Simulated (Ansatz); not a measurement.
# GaGeHO: the cost of one run

The runs use Ansatz 0.2.0, Gaussian basis; RKS PBE0/def2-TZVP.

## 1. The starting structure

4 atoms, charge 0, spin multiplicity 1.

Atoms are counted from 1 here; the program's logs count them from 0.

Bond lengths: Ga1–O3 1.811 Å, Ge2–O3 1.756 Å, Ge2–H4 1.721 Å. Angles: O3–Ge2–H4 97.7°, Ga1–O3–Ge2 178.3°.

The start was built by rule and, where that kept it together, relaxed with GFN2-xTB. Sticks and bond lists go by distance. No spin-orbit coupling is included. 

## 2. Relaxation

Contents of in.yaml:

```yaml
crystal:
  periodic: [false, false, false]
  atoms:
    - {symbol: Ga, position_ang: [-0.377059, -2.294797, -0.027086]}
    - {symbol: Ge, position_ang: [0.828116, 1.061164, 0.014198]}
    - {symbol: O, position_ang: [0.259103, -0.599482, -0.006082]}
    - {symbol: H, position_ang: [-0.710161, 1.833115, 0.018971]}
basis:
  gaussian: {orbitals: def2-TZVP}
hamiltonian: {xc: pbe0}
relax: {f_tol: 0.004, max_steps: 80}
```

Run with:

```bash
$ ansatz run in.yaml --threads 1 --pin off --events-out ev --progress --plain --max-ram 2176MiB
```

Q: Estimate wall time and peak memory on 1 thread of Arm Neoverse V1, shared host.

About 60 s, with a peak of 0.3 GiB.
